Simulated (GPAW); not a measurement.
# Y in GPAW: a series of runs

The runs below take Y through electron localisation function, single point, with PBE, revPBE+D3(op).

All numbers are computed with GPAW 26.7.0; they aren't measurements. Logs are shortened: lines on timing, memory, paths and dates and some standing lists are left out, and cuts for length are marked. The log counts tension as positive stress, the text compression.

**1. The cell of the first run**

The cell holds a slab with vacuum, 3 atoms: a = 3.651 Å, b = 3.651 Å, c = 20.747 Å, α = 90.00°, β = 90.00°, γ = 120.00°.

**2. Electron localisation function, PBE (the (0 0 1) slab of Y, cut from the database cell, not relaxed)**

run.py

```python
from ase.dft.bandgap import bandgap
from ase.io import read, write
from ase.units import Bohr
from gpaw import GPAW, PW
from gpaw.elf import elf_from_dft_calculation

atoms = read('Y.xyz')
atoms.pbc = (True, True, False)

calc = GPAW(mode=PW(450),
            xc='PBE',
            kpts={'size': (8, 8, 1), 'gamma': True},
            occupations={'name': 'fermi-dirac', 'width': 0.05},
            nbands=33,
            convergence={'density': 1e-05, 'energy': 1e-05},
            mixer={'backend': 'pulay', 'beta': 0.02, 'nmaxold': 8, 'weight': 100.0},
            maxiter=50,
            poissonsolver={'dipolelayer': 'xy'},
            txt='gpaw.txt')
atoms.calc = calc
energy = atoms.get_potential_energy()
forces = atoms.get_forces()
calc.write('gs.gpw')
write('result.traj', atoms)
print(f'Energy: {energy:.6f} eV')
print('Forces (eV/A):')
print(forces.round(4))
print('Fermi level:', round(calc.get_fermi_level(), 4), 'eV')
print(f'Gap: {bandgap(calc)[0]:.4f} eV, direct: {bandgap(calc, direct=True)[0]:.4f} eV')

# fields on the real-space grid
write('density.cube', atoms, data=calc.get_pseudo_density() * Bohr**3)
write('potential.cube', atoms, data=calc.get_electrostatic_potential())
write('elf.cube', atoms, data=elf_from_dft_calculation(calc).data)
```

Y.xyz

```xyz
3
Lattice="3.6514992371 -0.0000000000 0.0000000000 -1.8257496186 3.1622911012 0.0000000000 0.0000000000 0.0000000000 20.7474000000" Properties=species:S:1:pos:R:3 pbc="T T T"
Y      0.0000000000      2.1081940673      7.5000000000
Y      1.8257496185      1.0540970339     10.3737000000
Y      0.0000000000      2.1081940673     13.2474000000
```

Potentials or basis: GPAW PAW data sets (gpaw-data 1.2.1), pw.

Command:

```sh
$ OMP_NUM_THREADS=1 python run.py
```

gpaw.txt:

```text
__  _  _
 | _ |_)|_||  |
 |__||  | ||/\| - 26.7.0

Input parameters:
  mode=PW(ecut=450.00000000000006),
  convergence={'density': 1e-05, 'energy': 1e-05},
  kpts=MonkhorstPack(size=(8, 8, 1), gamma=True),
  maxiter=50,
  mixer=Pulay(name='pulay', nmaxold=8, beta=0.02, weight=100.0, sigma=0.015, g_ss=None),
  nbands=33,
  occupations=Occupations(name='fermi-dirac', width=0.05),
  poissonsolver=PoissonSolver(dipolelayer='xy'),
  xc=XC(name='PBE')

Diagonalizing LCAO Hamiltonian
Converting LCAO to pw mode

        Y

           Y

        Y

Atoms  # Å, Bohr magnetons
|   | symbol |        x |        y |         z |    initial magnetic moments |
|---|--------|----------|----------|-----------|-----------------------------|
| 0 |      Y | 0.000000 | 2.108194 |  7.500000 | ( 0.0000,  0.0000,  0.0000) |
| 1 |      Y | 1.825750 | 1.054097 | 10.373700 | ( 0.0000,  0.0000,  0.0000) |
| 2 |      Y | 0.000000 | 2.108194 | 13.247400 | ( 0.0000,  0.0000,  0.0000) |

Unit cell  # Å
| periodic |         x |         y |         z |   lengths |     angles |
|----------|-----------|-----------|-----------|-----------|------------|
|      yes |  3.651499 | -0.000000 |  0.000000 |  3.651499 |  90.000000 |
|      yes | -1.825750 |  3.162291 |  0.000000 |  3.651499 |  90.000000 |
|       no |  0.000000 |  0.000000 | 20.747400 | 20.747400 | 120.000000 |

Number of symmetries: 12
Symmetry operations  # r_c * U_cc + t_c -> r_c
|    | kind |            matrix            |
|----|------|------------------------------|
|  0 |  σ   |  1, 1, 0,  0,-1, 0,  0, 0, 1 |
|  1 |  C2  |  1, 1, 0,  0,-1, 0,  0, 0,-1 |
|  2 |  E   |  1, 0, 0,  0, 1, 0,  0, 0, 1 |
|  3 |  σ   |  1, 0, 0,  0, 1, 0,  0, 0,-1 |
|  4 |  C3  |  0, 1, 0, -1,-1, 0,  0, 0, 1 |
|  5 |  S3  |  0, 1, 0, -1,-1, 0,  0, 0,-1 |
|  6 |  σ   |  0,-1, 0, -1, 0, 0,  0, 0, 1 |
|  7 |  C2  |  0,-1, 0, -1, 0, 0,  0, 0,-1 |
|  8 |  σ   | -1, 0, 0,  1, 1, 0,  0, 0, 1 |
|  9 |  C2  | -1, 0, 0,  1, 1, 0,  0, 0,-1 |
| 10 |  C3  | -1,-1, 0,  1, 0, 0,  0, 0, 1 |
| 11 |  S3  | -1,-1, 0,  1, 0, 0,  0, 0,-1 |

BZ-sampling:
  Number of BZ points: 64
  Number of IBZ points: 10

  Monkhorst-Pack size: [8, 8, 1]
  Monkhorst-Pack shift: [0.0625, 0.0625, 0.0]

K-points  # in reciprocal-cell coordinates
|   |                                coordinates |     weight |
|---|--------------------------------------------|------------|
| 0 | (  0.00000000,   0.00000000,   0.00000000) | 0.01562500 |
| 1 | (  0.12500000,   0.00000000,   0.00000000) | 0.09375000 |
| 2 | (  0.25000000,  -0.12500000,   0.00000000) | 0.09375000 |
| 3 | (  0.25000000,   0.00000000,   0.00000000) | 0.09375000 |
| 4 | (  0.37500000,  -0.12500000,   0.00000000) | 0.18750000 |
| 5 | (  0.37500000,   0.00000000,   0.00000000) | 0.09375000 |
| 6 | (  0.37500000,   0.37500000,   0.00000000) | 0.09375000 |
| 7 | (  0.50000000,   0.25000000,   0.00000000) | 0.09375000 |
| 8 | (  0.50000000,   0.37500000,   0.00000000) | 0.18750000 |
| 9 | (  0.50000000,   0.50000000,   0.00000000) | 0.04687500 |

Plane wave coefficients: 5219
Cutoff: 450.00000000000006 eV

Spin-components: 1 (collinear spins)
Bands:           33
Projectors:      18
Spin-degeneracy: 2
Datatype:        complex128

Parallelization:
  kpt:    1
  domain: 1
  band:   1

Density:
  Valence electrons: 33.0
  Components: 1
  Grid points: [ 18  18 105]
  Charge: 0.0  # |e|

Potential:
  Grid points: [ 18  18 105]

species:
  Y:
    name:    Yttrium
    Z:       39.0
    valence: 11
    core:    28
    charge:  0.0  # [|e|]
    compensation charges:
      type: gauss
      rc: 0.40  # [Å]
      lmax: 2
    cutoffs:
      filter: 2.39  # [Å]
      core: 1.70  # [Å]
    projectors
    | kind |    occ | energy [eV] | rcut [Å] |
    |------|--------|-------------|----------|
    |   4s |  2.000 |     -47.973 |    1.328 |
    |   5s |  2.000 |      -4.101 |    1.328 |
    |   4p |  6.000 |     -27.921 |    1.318 |
    |   5p |  0.000 |      -1.441 |    1.318 |
    |   4d |  1.000 |      -2.517 |    1.286 |
    |    d |        |      24.695 |    1.286 |

    Using partial waves for Y as LCAO basis

Reference energy: -276274.151798  # eV

eigensolver:
  PPCG
  Converge bands: occupied
  niter=2

density mixing:
  Pulay-Mixer
  Linear mixing parameters: 0.02
  Old densities: 8
  Fourier metric: weight=100.0, sigma=0.015

occupation numbers:
  Fermi-Dirac:
    width: 0.0500  # eV

<gpaw.new.pw.poisson.DipoleLayerPWPoissonSolver object>
xc functional:
  name: PBE with 2 nearest neighbor stencil

convergence criteria:
- Maximum integral of absolute [dens]ity change: 1e-05 electrons / valence electron
- Maximum [total energy] change in last 3 cyles: 1e-05 eV / valence electron
- Maximum integral of absolute [eigenst]ate change: 4e-08 eV^2 / valence electron
maximum number of iterations: 50

SCF iterations
|iter     | |      energy | eigst |  dens |
|---------|-|-------------|-------|-------|
|iter:   1| |  -13.830158 | -0.35 |       |
|iter:   2| |  -13.423059 | -2.63 | -1.06 |
|iter:   3| |  -12.830562 | -2.07 | -1.13 |
|iter:   4| |  -12.954041 | -2.72 | -1.32 |
|iter:   5| |  -12.643346 | -1.85 | -1.26 |
|iter:   6| |  -12.638439 | -3.88 | -1.58 |
|iter:   7| |  -12.619917 | -2.44 | -1.60 |
|iter:   8| |  -12.608454 | -3.06 | -1.81 |
|iter:   9| |  -12.616076 | -4.03 | -2.01 |
|iter:  10| |  -12.616753 | -3.25 | -1.97 |
|iter:  11| |  -12.615848 | -5.08 | -2.22 |
|iter:  12| |  -12.615033 | -5.57 | -2.31 |
|iter:  13| |  -12.615014 | -5.14 | -2.47 |
|iter:  14| |  -12.615147c| -6.18 | -3.13 |
|iter:  15| |  -12.615286c| -6.70 | -3.37 |
|iter:  16| |  -12.615292c| -7.32 | -3.90 |
|iter:  17| |  -12.615322c| -8.06c| -4.22 |
|iter:  18| |  -12.615288c| -7.48c| -4.02 |
|iter:  19| |  -12.615286c| -8.60c| -4.81 |
|iter:  20| |  -12.615286c| -8.74c| -4.87 |
|iter:  21| |  -12.615286c| -8.77c| -4.92 |
|iter:  22| |  -12.615286c| -8.89c| -4.98 |
|iter:  23| |  -12.615286c| -9.57c| -5.01c|

Converged in 23 steps
Energy contributions relative to reference atoms: (reference = -276274.151798)

Energy contributions:
  Kinetic:          -4.536572
  Coulomb:           5.548858
  Zero:             -0.459503
  External:          0.000000
  Xc:              -13.138543
  Entropy:          -0.059053
  Spinorbit:         0.000000
  ----------------------------
  Free energy:     -12.644813
  Extrapolated:    -12.615286

dipole moment: (-3.124670, 1.804030, 0.000007)  # |e|*Ang

Fermi level: 0.891
Eigenvalues  # (at kpt = [0.000, 0.000, 0.000])
| band index |      eig [eV] | occ [0-2] |
|------------|---------------|-----------|
|          0 |       -42.259 |     2.000 |
|        ... |               |           |
|          7 |       -22.044 |     2.000 |
|          8 |       -22.044 |     2.000 |
|          9 |       -21.613 |     2.000 |
|         10 |       -21.420 |     2.000 |
|         11 |       -21.420 |     2.000 |
|         12 |        -3.345 |     2.000 |
[... 8 lines left out ...]
|         21 |         2.533 |     0.000 |
|         22 |         2.533 |     0.000 |
|        ... |               |           |
|         32 |         5.688 |     0.000 |

No gap
No difference between direct/indirect transitions
vacuum-level: 4.172  # V
Workfunctions: 3.281, 3.281 eV (top, bottom)

Forces  # eV/Ang
|        x |        y |        z |
|----------|----------|----------|
|  0.00000 | -0.00000 |  0.19770 |  # Y    0
| -0.00000 |  0.00000 |  0.00000 |  # Y    1
|  0.00000 | -0.00000 | -0.19770 |  # Y    2

# Writing to gs.gpw (mode='')
```

stdout:

```text
Energy: -12.615286 eV
Forces (eV/A):
[[ 0.     -0.      0.1977]
 [-0.      0.      0.    ]
 [ 0.     -0.     -0.1977]]
Fermi level: 0.8906 eV
Gap: 0.0000 eV, direct: 0.0000 eV
```

Run time: 94 s. Hardware: 1 thread of Intel Xeon Platinum 8259CL at 2.50GHz (Skylake/Cascade Lake), shared host; peak memory 0.21 GiB.

What came out:

| Property | Result |
| --- | --- |
| Free energy | -12.6448 eV |
| Largest force | 0.198 eV/Å |
| Band gap on the k mesh | none (metal or under the smearing width) |

Forces in eV/Å, atoms in the order of the input:
```
Y    0.000  0.000  0.198
Y    0.000  0.000  0.000
Y    0.000  0.000 -0.198
```

**3. Single point, revPBE+D3(op) (the (0 0 1) slab of Y, cut from the database cell, not relaxed)**

run.py

```python
import numpy as np
from ase import Atoms
from ase.calculators.mixing import SumCalculator
from ase.dft.bandgap import bandgap
from ase.io import write
from ase.units import Bohr
from dftd3.ase import DFTD3
from gpaw import GPAW, PW
from gpaw.elf import elf_from_dft_calculation

atoms = Atoms(['Y', 'Y', 'Y'],
              cell=[[3.6514992371, 0, 0.0],
                    [-1.8257496186, 3.1622911012, 0.0],
                    [0.0, 0.0, 20.7474]],
              scaled_positions=[[0.3333333333, 0.6666666666, 0.3614910784],
                                [0.6666666667, 0.3333333334, 0.5],
                                [0.3333333333, 0.6666666666, 0.6385089216]],
              pbc=True)
atoms.pbc = (True, True, False)

calc = GPAW(mode=PW(450),
            xc='revPBE',
            kpts={'size': (8, 8, 1), 'gamma': True},
            occupations={'name': 'fermi-dirac', 'width': 0.05},
            nbands=33,
            convergence={'density': 1e-05, 'energy': 1e-05},
            maxiter=150,
            poissonsolver={'dipolelayer': 'xy'},
            txt='gpaw.txt')
atoms.calc = SumCalculator([calc, DFTD3(method='revpbe', damping='d3op')])
energy = atoms.get_potential_energy()
forces = atoms.get_forces()
calc.write('gs.gpw')
write('result.traj', atoms)
print(f'Energy: {energy:.6f} eV')
print('Forces (eV/A):')
print(forces.round(4))
print('Fermi level:', round(calc.get_fermi_level(), 4), 'eV')
print(f'Gap: {bandgap(calc)[0]:.4f} eV, direct: {bandgap(calc, direct=True)[0]:.4f} eV')

v = calc.get_electrostatic_potential().mean(axis=(0, 1))
z = np.arange(len(v)) * atoms.cell[2, 2] / len(v)
ef = calc.get_fermi_level()
np.savetxt('planar.dat', np.c_[z, v], fmt='%.4f')
below, above = np.interp([1.5, atoms.cell[2, 2] - 1.5], z, v) - ef
print(f'Work functions: bottom {below:.4f} eV, top {above:.4f} eV')
print('Dipole moment:', *calc.get_dipole_moment().round(5), 'e A')

# fields on the real-space grid
write('density.cube', atoms, data=calc.get_pseudo_density() * Bohr**3)
write('potential.cube', atoms, data=calc.get_electrostatic_potential())
write('elf.cube', atoms, data=elf_from_dft_calculation(calc).data)
```

Potentials or basis: the program's PAW data sets (release 1.2.1) made for this functional, pw.

Command:

```sh
$ OMP_NUM_THREADS=1 python run.py
```

gpaw.txt:

```text
__  _  _
 | _ |_)|_||  |
 |__||  | ||/\| - 26.7.0

Input parameters:
  mode=PW(ecut=450.00000000000006),
  convergence={'density': 1e-05, 'energy': 1e-05},
  kpts=MonkhorstPack(size=(8, 8, 1), gamma=True),
  maxiter=150,
  nbands=33,
  occupations=Occupations(name='fermi-dirac', width=0.05),
  poissonsolver=PoissonSolver(dipolelayer='xy'),
  xc=XC(name='revPBE')

Diagonalizing LCAO Hamiltonian
Converting LCAO to pw mode

        Y

           Y

        Y

Atoms  # Å, Bohr magnetons
|   | symbol |         x |        y |         z |    initial magnetic moments |
|---|--------|-----------|----------|-----------|-----------------------------|
| 0 |      Y | -0.000000 | 2.108194 |  7.500000 | ( 0.0000,  0.0000,  0.0000) |
| 1 |      Y |  1.825750 | 1.054097 | 10.373700 | ( 0.0000,  0.0000,  0.0000) |
| 2 |      Y | -0.000000 | 2.108194 | 13.247400 | ( 0.0000,  0.0000,  0.0000) |

Unit cell  # Å
| periodic |         x |        y |         z |   lengths |     angles |
|----------|-----------|----------|-----------|-----------|------------|
[... 138 lines left out ...]
|iter:  12| |  -11.945077c| -8.33c| -4.99 |
|iter:  13| |  -11.945077c| -8.97c| -5.68c|

Converged in 13 steps
Energy contributions relative to reference atoms: (reference = -276289.427358)

Energy contributions:
  Kinetic:          -2.371846
  Coulomb:           3.682651
  Zero:             -0.542827
  External:          0.000000
  Xc:              -12.683472
  Entropy:          -0.059167
  Spinorbit:         0.000000
  ----------------------------
  Free energy:     -11.974661
  Extrapolated:    -11.945077

dipole moment: (-3.136101, 1.810630, 0.000007)  # |e|*Ang

Fermi level: 0.974
Eigenvalues  # (at kpt = [0.000, 0.000, 0.000])
| band index |      eig [eV] | occ [0-2] |
|------------|---------------|-----------|
|          0 |       -42.210 |     2.000 |
|        ... |               |           |
|          7 |       -21.996 |     2.000 |
|          8 |       -21.996 |     2.000 |
|          9 |       -21.565 |     2.000 |
|         10 |       -21.372 |     2.000 |
|         11 |       -21.372 |     2.000 |
|         12 |        -3.255 |     2.000 |
[... 8 lines left out ...]
|         21 |         2.631 |     0.000 |
|         22 |         2.631 |     0.000 |
|        ... |               |           |
|         32 |         5.499 |     0.000 |

No gap
No difference between direct/indirect transitions
vacuum-level: 4.159  # V
Workfunctions: 3.185, 3.185 eV (top, bottom)

Forces  # eV/Ang
|        x |       y |        z |
|----------|---------|----------|
|  0.00000 | 0.00000 |  0.10995 |  # Y    0
| -0.00000 | 0.00000 |  0.00000 |  # Y    1
|  0.00000 | 0.00000 | -0.10995 |  # Y    2

# Writing to gs.gpw (mode='')
```

stdout:

```text
Energy: -12.774244 eV
Forces (eV/A):
[[-0.     -0.      0.1914]
 [ 0.      0.     -0.    ]
 [-0.     -0.     -0.1914]]
Fermi level: 0.9742 eV
Gap: 0.0000 eV, direct: 0.0000 eV
Work functions: bottom 3.1846 eV, top 3.1846 eV
Dipole moment: -3.1361 1.81063 1e-05 e A
```

It took 54 s on 1 thread of Intel Xeon Platinum 8259CL at 2.50GHz (Skylake/Cascade Lake), shared host; peak memory 0.22 GiB.

What came out:

```yaml
Free_energy: -12.8038 eV
Largest_force: 0.191 eV/Å
Band_gap_on_the_k_mesh: none (metal or under the smearing width)
Dispersion_energy_per_atom: -0.276 eV
Dipole_across_the_slab: 0.00 e·Å
Work_function_of_the_upper_face: 3.18 eV
Work_function_of_the_lower_face: 3.18 eV
```

Forces in eV/Å, atoms in the order of the input:
```
Y    0.000  0.000  0.191
Y    0.000  0.000  0.000
Y    0.000  0.000 -0.191
```

Levels at points of the mesh, in eV from the Fermi level:
```
           k point  band 13  band 14  band 15  band 16  band 17  band 18  band 19  band 20
(0.00, 0.00, 0.00)    -4.23    -3.38    -2.22     0.14     0.25     0.79     1.58     1.58
(0.50, 0.50, 0.00)    -1.54    -1.44    -1.20    -0.46    -0.21     0.48     0.64     1.23
```
